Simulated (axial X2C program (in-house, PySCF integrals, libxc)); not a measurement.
# RbLi⁺: bond curves with and without spin–orbit coupling

Aim: find the lowest determinant of RbLi⁺, scan the bond at several levels and fit the constants, once spin-free and once with spin–orbit coupling.

Program: an in-house X2C program for linear molecules on PySCF integrals. Level of theory: all-electron X2C, Rb dyall-cv3z, Li dyall-cv3z. These are calculated values, not measurements.

## (1) The job

File task.json:

```json
{"zs": [37, 3], "q": 1, "bas": ["dyall-cv3z", "dyall-cv3z"], "levels": ["PBE0", "HF", "M06"], "cc": true, "r0": 3.43, "thr": -2.0, "nmax": 90, "npts": 10, "nst": 2, "ntry": 6}
```

Keys: zs atomic numbers; q charge; bas basis sets; levels methods (HF also brings MP2); cc coupled cluster on or off; r0 starting distance in Å; thr threshold in hartree for freezing inner shells (an s shell follows its p shell); nmax most natural virtual spinors; npts points asked for on the curve; nst determinants followed; ntry starts of the search.

On the command line:

```bash
$ python so2c.py task.json out
```

Spin-free means the one-electron spin-free X2C Hamiltonian; two-component (2c) means X2C with spin–orbit coupling and atomic mean-field two-electron Coulomb and Gaunt terms. Basis: Rb dyall-cv3z contracted to [12s13p8d4f1g], Li dyall-cv3z contracted to [7s8p2d]; Gaussian nuclei, density fitting. Masses: Rb 84.912 u, Li 7.016 u.

Notation: σ, π±, δ± give the projection m of an orbital's angular momentum (0, ±1, ±2), α and β its spin, Λ and M_S the sums; ω is the projection of a spinor's total angular momentum and Ω the sum. Logs are in hartree.

The results follow Hamiltonian by Hamiltonian and level by level.

## (2) Search for the lowest determinant

PBE0 moves the distance from 3.430 Å to 4.036 Å and compares determinants there.

Spin-free determinants:

| ΔE (eV) | state | open shells |
| --- | --- | --- |
| 0.00 | M_S = 1/2, Λ = 0 | beyond closed shells: σα |
| 2.28 | M_S = 1/2, Λ = 1 | beyond closed shells: π+α |
| 4.79 | M_S = 1/2, Λ = 2 | beyond closed shells: δ+α |

Two-component determinants:

| ΔE (eV) | state | open shells |
| --- | --- | --- |
| 0.00 | Ω = 1/2 | excess of +ω over −ω: ω = 1/2 |
| 2.29 | Ω = 3/2 | excess of +ω over −ω: ω = 3/2 |
| 4.79 | Ω = 5/2 | excess of +ω over −ω: ω = 5/2 |

## (3) PBE0, spin-free

State followed: M_S = 1/2, Λ = 0 (beyond closed shells: σα). The scan is laid around 4.036 Å, a first estimate of the minimum, and this SCF restarts from the orbitals of the search.

Output at 4.036 Å:

```text
spin-free X2C-1e  PBE0
basis functions 169  fitting functions 860  grid points 5093
iter        total energy     max residual
   1      -2988.055799642     2.35e-06
   2      -2988.055799642     9.45e-07
converged
one-electron -4164.53654252  Coulomb 1264.94445586  exact exchange -25.35230331  xc functional -77.66509411  nuclear repulsion 14.55368444
```

Along the bond, energies from the lowest point:

```csv
R (Å),E (eV),μ (D),HOMO (eV),LUMO (eV),iterations
3.511,0.0766,4.29,-8.08,-5.30,9
3.673,0.0328,4.44,-7.97,-5.20,8
3.794,0.0132,4.54,-7.89,-5.12,8
3.915,0.0028,4.62,-7.81,-5.05,8
4.036,0.0000,4.69,-7.73,-4.99,2
4.177,0.0042,4.75,-7.63,-4.92,8
4.319,0.0147,4.78,-7.54,-4.87,8
4.500,0.0351,4.80,-7.42,-4.81,8
4.722,0.0668,4.78,-7.28,-4.85,8
5.045,0.1194,4.66,-7.09,-4.92,8
```

Dipoles are positive if Li is the positive end and refer to the centre of mass.

Outer orbitals at the reference distance:

```
symmetry  occupied  ε (eV)              atomic character
     π-α       yes  -22.18                     100% Rb p
     π+α       yes  -22.18                     100% Rb p
     π-β       yes  -22.16                     100% Rb p
     π+β       yes  -22.16                     100% Rb p
      σα       yes  -22.15                     100% Rb p
      σβ       yes  -22.09                     100% Rb p
      σα       yes   -7.73  52% Li s, 19% Rb s, 12% Rb p
      σβ        no   -4.99  61% Rb s, 24% Li s, 10% Li p
      σα        no   -4.71  46% Rb s, 23% Li p, 18% Li s
     π-α        no   -4.18  70% Li p, 16% Rb p, 12% Rb d
     π+α        no   -4.18  70% Li p, 16% Rb p, 12% Rb d
```

PBE0 fields in the half plane through the axis: z from -2.4 to 6.3 Å across, distance from the axis 0.15 to 2.25 Å upwards; Rb lies at z = 0 and Li at z = 4.036 Å; the ELF is damped to zero where the density is low.

log10 density (e/bohr³). Ten even steps from ' ' (-5.12 ) to '@' (1.50 ):
```
      ......::::::::::::::::::::::::--::::::::::::......    
    ....::::::--------::::::----------------::::::::......  
  ....::::----======----------------------------::::::......
....::----======++======------------==------------::::::....
..::::--====++++**++++======--============--------::::::....
..::--====++**********++========================--::::::....
..::--==++****######****++==============++****++----::::::..
::::--==++**##%%@@%%##**++==============**%%##**==--::::::..
```

ELF. Ten even steps from '0' (0.00 ) to '9' (1.00 ):
```
000000000000025788888753100000
000000000000027999999987310000
000000122100027999999998731000
000013456531016999999987752000
000135788874115999996100243100
000257887886214999960000003100
001368722278413999911996001200
001478463648513999809999100200
```

Re = 4.028 Å, ωe = 132.3 cm⁻¹, ωexe = 0.945 cm⁻¹, Be = 0.1603 cm⁻¹, De = 0.497 eV, μ = 4.68 D.

## (4) HF, spin-free

The SCF at the reference distance of 4.036 Å:

```text
spin-free X2C-1e  HF
basis functions 169  fitting functions 860  grid points 5093
iter        total energy     max residual
   1      -2986.447615472     1.70e-01
   2      -2986.460478347     4.00e-03
   3      -2986.460704364     1.13e-03
   4      -2986.460735161     5.55e-04
   5      -2986.460743773     2.10e-04
   6      -2986.460747961     7.94e-05
   7      -2986.460748483     2.84e-05
   8      -2986.460748543     1.07e-05
   9      -2986.460748552     4.27e-06
  10      -2986.460748552     1.54e-06
converged
one-electron -4164.29584561  Coulomb 1264.74889572  exact exchange -101.46748311  xc functional 0.00000000  nuclear repulsion 14.55368444
```

Re = 4.221 Å, ωe = 126.3 cm⁻¹, ωexe = 0.953 cm⁻¹, Be = 0.146 cm⁻¹, De = 0.410 eV, μ = 4.20 D.

## (5) M06, spin-free

The SCF at the reference distance of 4.036 Å:

```text
spin-free X2C-1e  M06
basis functions 169  fitting functions 860  grid points 5093
iter        total energy     max residual
   1      -2988.371970728     8.37e-02
   2      -2988.375985765     2.31e-03
   3      -2988.376064802     1.11e-03
   4      -2988.376090001     3.49e-04
   5      -2988.376094691     1.57e-04
   6      -2988.376096268     1.17e-04
   7      -2988.376096831     2.90e-05
   8      -2988.376096895     1.01e-05
   9      -2988.376096904     3.40e-06
  10      -2988.376096904     7.95e-07
converged
one-electron -4164.40230510  Coulomb 1264.82764949  exact exchange -27.38644532  xc functional -75.96868043  nuclear repulsion 14.55368444
```

Re = 4.261 Å, ωe = 100.3 cm⁻¹, Be = 0.1433 cm⁻¹, De = 0.377 eV, μ = 4.26 D.

## (6) Correlated methods, spin-free

Correlated methods: 9 electrons correlated (frozen shells, counted by type: Rb 3 s, 2 p, 1 d; Li 1 s), 237 virtual spinors in MP2, 75 natural virtuals in coupled cluster.

Output of the correlated part at 4.036 Å:

```text
correlated 9  virtual 237  natural virtual 75  E(MP2) -0.186945239  MP2 remainder -0.002057171
iter   CCSD correlation   residual
   1     -0.197499231   5.07e-02
   2     -0.200402389   1.22e-02
   3     -0.200446063   2.28e-03
   4     -0.200443567   6.98e-04
   5     -0.200442630   2.12e-04
   6     -0.200443018   4.42e-05
   7     -0.200443147   7.55e-06
   8     -0.200443105   1.72e-06
   9     -0.200443106   3.71e-07
(T) -0.005525743  T1 0.0062  D1 0.0180  max T2 0.048
```

T1 in the output is the amplitude norm over the root of the electron number; divide by √2 for the Lee–Taylor value.

MP2: Re = 4.070 Å, ωe = 137.0 cm⁻¹, Be = 0.1571 cm⁻¹, De = 0.497 eV.

CCSD: Re = 4.068 Å, ωe = 137.0 cm⁻¹, ωexe = 0.903 cm⁻¹, Be = 0.1572 cm⁻¹, De = 0.492 eV. T1 at Re = 0.004 (Lee–Taylor, the printed value over √2).

CCSD(T): Re = 4.059 Å, ωe = 137.7 cm⁻¹, ωexe = 0.901 cm⁻¹, Be = 0.1579 cm⁻¹, De = 0.501 eV. T1 at Re = 0.004 (Lee–Taylor, the printed value over √2).

## (7) A higher determinant, spin-free

State: M_S = 1/2, Λ = 1 (beyond closed shells: π+α).

Output at the reference distance:

```text
spin-free X2C-1e  PBE0
basis functions 169  fitting functions 860  grid points 5093
iter        total energy     max residual
   1      -2987.971828869     3.32e-06
   2      -2987.971828870     3.04e-06
converged
one-electron -4163.38440309  Coulomb 1263.83908730  exact exchange -25.34266585  xc functional -77.63753168  nuclear repulsion 14.55368444
```

```csv
R (Å),E above the lowest PBE0 point (eV)
3.511,2.342
3.673,2.318
3.794,2.304
3.915,2.293
4.036,2.285
4.177,2.278
4.319,2.274
4.500,2.272
4.722,2.272
```

No constants are quoted: too few points lie around the minimum for a second fit to confirm the first.

## (8) The spin-free curves together

Energy (eV) of the followed determinant, spin-free, from each level's lowest point:

```csv
R (Å),PBE0,HF,MP2,CCSD,CCSD(T),M06
3.511,0.077,0.146,0.096,n/a,n/a,0.108
3.673,0.033,0.079,0.044,0.044,0.042,0.059
3.794,0.013,0.044,0.020,0.019,0.018,0.034
3.915,0.003,0.021,0.006,0.005,0.005,0.018
4.036,0.000,0.007,0.000,0.000,0.000,0.006
4.177,0.004,0.000,0.002,0.002,0.003,0.001
4.319,0.015,0.001,0.012,0.012,0.013,0.000
4.500,0.035,0.012,0.032,0.032,0.034,0.006
4.722,0.067,0.035,0.066,n/a,n/a,0.019
5.045,0.119,0.080,0.123,n/a,n/a,0.046
```

## (9) PBE0, 2c

State followed: Ω = 1/2 (excess of +ω over −ω: ω = 1/2). The scan is laid around 4.036 Å, a first estimate of the minimum, and this SCF restarts from the orbitals of the search.

Output at 4.036 Å:

```text
two-component X2C + atomic mean field  PBE0
basis functions 169  fitting functions 860  grid points 5093
iter        total energy     max residual
   1      -2986.973891759     4.99e-06
   2      -2986.973891759     5.86e-06
converged
one-electron -4161.69878990  Coulomb 1264.35567534  exact exchange -25.34141113  xc functional -77.63200704  nuclear repulsion 14.55368444  atomic mean-field constant -1.21104348
```

Along the bond, energies from the lowest point:

```csv
R (Å),E (eV),μ (D),HOMO (eV),LUMO (eV),iterations
3.511,0.0766,4.29,-8.08,-5.30,9
3.673,0.0327,4.45,-7.97,-5.20,8
3.794,0.0132,4.54,-7.89,-5.13,8
3.915,0.0028,4.63,-7.81,-5.06,8
4.036,0.0000,4.69,-7.73,-4.99,2
4.177,0.0042,4.75,-7.63,-4.93,8
4.319,0.0148,4.79,-7.54,-4.87,8
4.500,0.0351,4.80,-7.42,-4.82,8
4.722,0.0668,4.78,-7.28,-4.85,8
5.045,0.1195,4.66,-7.09,-4.92,8
```

Dipoles are positive if Li is the positive end and refer to the centre of mass.

Outer spinors at the reference distance:

| ω | occupied | ε (eV) | atomic character | λ mixture |
| --- | --- | --- | --- | --- |
| 1/2 | yes | -22.74 | 100% Rb p | 67% π, 33% σ |
| -1/2 | yes | -22.74 | 100% Rb p | 71% π, 29% σ |
| 3/2 | yes | -21.88 | 100% Rb p | 100% π |
| -3/2 | yes | -21.86 | 100% Rb p | 100% π |
| 1/2 | yes | -21.85 | 100% Rb p | 67% σ, 33% π |
| -1/2 | yes | -21.82 | 100% Rb p | 71% σ, 29% π |
| 1/2 | yes | -7.73 | 52% Li s, 19% Rb s, 12% Rb p | 100% σ |
| -1/2 | no | -4.99 | 61% Rb s, 24% Li s, 10% Li p | 100% σ |
| 1/2 | no | -4.71 | 46% Rb s, 23% Li p, 18% Li s | 100% σ |
| -1/2 | no | -4.19 | 70% Li p, 16% Rb p, 12% Rb d | 100% π |
| 3/2 | no | -4.18 | 70% Li p, 16% Rb p, 12% Rb d | 100% π |

PBE0 fields in the half plane through the axis: z from -2.4 to 6.3 Å across, distance from the axis 0.15 to 2.25 Å upwards; Rb lies at z = 0 and Li at z = 4.036 Å; the ELF is damped to zero where the density is low.

log10 density (e/bohr³). Ten even steps from ' ' (-5.12 ) to '@' (1.50 ):
```
      ......::::::::::::::::::::::::::::::::::::::......    
    ....::::::--------::::::----------------::::::::......  
  ....::::----======----------------------------::::::......
....::----======++======------------==------------::::::....
..::::--====++++**++++======--============--------::::::....
..::--====++**********++========================--::::::....
..::--==++****######****++==============++****++----::::::..
::::--==++**##%%@@%%##**++==============**%%##**==--::::::..
```

ELF. Ten even steps from '0' (0.00 ) to '9' (1.00 ):
```
000000000000025788888753100000
000000000000027999999987310000
000000122100027999999998731000
000013456531016999999987752000
000135788874115999996100243100
000257887886214999960000003100
001368722278413999911996001200
001478463648513999809999100200
```

Re = 4.028 Å, ωe = 132.3 cm⁻¹, ωexe = 0.945 cm⁻¹, Be = 0.1603 cm⁻¹, De = 0.497 eV, μ = 4.69 D.

## (10) HF, 2c

The SCF at the reference distance of 4.036 Å:

```text
two-component X2C + atomic mean field  HF
basis functions 169  fitting functions 860  grid points 5093
iter        total energy     max residual
   1      -2985.366118109     1.70e-01
   2      -2985.378978138     4.04e-03
   3      -2985.379204878     1.13e-03
   4      -2985.379235800     5.54e-04
   5      -2985.379244437     2.11e-04
   6      -2985.379248646     7.96e-05
   7      -2985.379249172     2.85e-05
   8      -2985.379249232     1.08e-05
   9      -2985.379249241     4.24e-06
  10      -2985.379249242     1.51e-06
converged
one-electron -4161.45707414  Coulomb 1264.15908727  exact exchange -101.42390333  xc functional 0.00000000  nuclear repulsion 14.55368444  atomic mean-field constant -1.21104348
```

Re = 4.221 Å, ωe = 126.3 cm⁻¹, ωexe = 0.953 cm⁻¹, Be = 0.146 cm⁻¹, De = 0.410 eV, μ = 4.20 D.

## (11) M06, 2c

The SCF at the reference distance of 4.036 Å:

```text
two-component X2C + atomic mean field  M06
basis functions 169  fitting functions 860  grid points 5093
iter        total energy     max residual
   1      -2987.290249712     8.36e-02
   2      -2987.294274420     2.30e-03
   3      -2987.294353282     1.10e-03
   4      -2987.294378375     3.50e-04
   5      -2987.294383056     1.57e-04
   6      -2987.294384632     1.17e-04
   7      -2987.294385195     2.90e-05
   8      -2987.294385258     1.04e-05
   9      -2987.294385267     3.28e-06
  10      -2987.294385268     8.01e-07
converged
one-electron -4161.56434460  Coulomb 1264.23870733  exact exchange -27.37469448  xc functional -75.93669449  nuclear repulsion 14.55368444  atomic mean-field constant -1.21104348
```

Re = 4.260 Å, ωe = 100.3 cm⁻¹, Be = 0.1434 cm⁻¹, De = 0.377 eV, μ = 4.27 D.

## (12) MP2 and beyond, 2c

Correlated methods: 9 electrons correlated (frozen shells, counted by type: Rb 3 s, 2 p, 1 d; Li 1 s), 237 virtual spinors in MP2, 76 natural virtuals in coupled cluster.

Output of the correlated part at 4.036 Å:

```text
correlated 9  virtual 237  natural virtual 76  E(MP2) -0.186933185  MP2 remainder -0.001890269
iter   CCSD correlation   residual
   1     -0.197623009   5.07e-02
   2     -0.200525974   1.22e-02
   3     -0.200570022   2.29e-03
   4     -0.200567492   7.02e-04
   5     -0.200566548   2.13e-04
   6     -0.200566933   4.46e-05
   7     -0.200567065   7.62e-06
   8     -0.200567022   1.73e-06
   9     -0.200567023   3.75e-07
(T) -0.005540717  T1 0.0063  D1 0.0181  max T2 0.047
```

MP2: Re = 4.069 Å, ωe = 137.0 cm⁻¹, Be = 0.1571 cm⁻¹, De = 0.497 eV.

CCSD: Re = 4.068 Å, ωe = 137.1 cm⁻¹, ωexe = 0.903 cm⁻¹, Be = 0.1572 cm⁻¹, De = 0.491 eV. T1 at Re = 0.004 (Lee–Taylor, the printed value over √2).

CCSD(T): Re = 4.058 Å, ωe = 137.8 cm⁻¹, ωexe = 0.901 cm⁻¹, Be = 0.158 cm⁻¹, De = 0.501 eV. T1 at Re = 0.004 (Lee–Taylor, the printed value over √2).

## (13) A higher determinant, 2c

State: Ω = 3/2 (excess of +ω over −ω: ω = 3/2).

Output at the reference distance:

```text
two-component X2C + atomic mean field  PBE0
basis functions 169  fitting functions 860  grid points 5093
iter        total energy     max residual
   1      -2986.889821487     4.98e-06
   2      -2986.889821488     5.96e-06
converged
one-electron -4160.54045644  Coulomb 1263.24430973  exact exchange -25.33180561  xc functional -77.60451013  nuclear repulsion 14.55368444  atomic mean-field constant -1.21104348
```

```csv
R (Å),E above the lowest PBE0 point (eV)
3.511,2.346
3.673,2.321
3.794,2.307
3.915,2.296
4.036,2.288
4.177,2.281
4.319,2.277
4.500,2.274
4.722,2.274
```

No constants are quoted: too few points lie around the minimum for a second fit to confirm the first.

## (14) The 2c curves together

Energy (eV) of the followed determinant, 2c, from each level's lowest point:

```csv
R (Å),PBE0,HF,MP2,CCSD,CCSD(T),M06
3.511,0.077,0.146,0.096,n/a,n/a,0.108
3.673,0.033,0.079,0.044,0.044,0.042,0.059
3.794,0.013,0.044,0.020,0.019,0.018,0.034
3.915,0.003,0.021,0.006,0.005,0.005,0.018
4.036,0.000,0.007,0.000,0.000,0.000,0.006
4.177,0.004,0.000,0.002,0.002,0.003,0.001
4.319,0.015,0.001,0.012,0.012,0.013,0.000
4.500,0.035,0.012,0.032,0.033,0.034,0.006
4.722,0.067,0.035,0.066,n/a,n/a,0.019
5.045,0.120,0.080,0.123,n/a,n/a,0.047
```

Time for the job: 74 s (1 thread, shared host).

## (15) Results

Lowest determinant that the search found at its distance, spin-free: M_S = 1/2, Λ = 0 (beyond closed shells: σα).

Lowest determinant that the search found at its distance, 2c: Ω = 1/2 (excess of +ω over −ω: ω = 1/2).

```csv
Hamiltonian,level,Re (Å),ωe (cm⁻¹),De (eV),μ (D)
spin-free,PBE0,4.028,132.3,0.497,4.68
spin-free,HF,4.221,126.3,0.410,4.20
spin-free,MP2,4.070,137.0,0.497,n/a
spin-free,CCSD,4.068,137.0,0.492,n/a
spin-free,CCSD(T),4.059,137.7,0.501,n/a
spin-free,M06,4.261,100.3,0.377,4.26
2c,PBE0,4.028,132.3,0.497,4.69
2c,HF,4.221,126.3,0.410,4.20
2c,MP2,4.069,137.0,0.497,n/a
2c,CCSD,4.068,137.1,0.491,n/a
2c,CCSD(T),4.058,137.8,0.501,n/a
2c,M06,4.260,100.3,0.377,4.27
```

Dipoles are positive if Li is the positive end and refer to the centre of mass.

Time per point (s) on 1 thread, shared host (2c runs; CCSD comes with the CCSD(T) run); the times are rough: PBE0 0.34, HF 0.27, MP2 0.39, CCSD(T) 1.8, M06 0.71.

At CCSD(T), going from spin-free to two-component changes Re by 0 mÅ, ωe by 0.0 %, which is small (part of it comes from the scalar share of the two-electron terms). De moves by 0.00 eV; both De rest on single-determinant atoms, which can miss part of an open shell's spin–orbit lowering.

De refers to Rb+ + Li, each in the lowest determinant found, which need not be this curve's own limit. Each curve is one determinant whose occupation by symmetry is held fixed; it was picked as the lowest of a PBE0 search that is not exhaustive. Dissociation energies refer to the lowest single-determinant-based atoms at the same level and basis. Density functionals use the spin component along the axis (collinear). Coupled cluster ran in a truncated set of natural virtual spinors; the MP2 energy of the rest was added. The meta-GGAs lack a current-density term, which matters for open shells with orbital currents, atoms included.
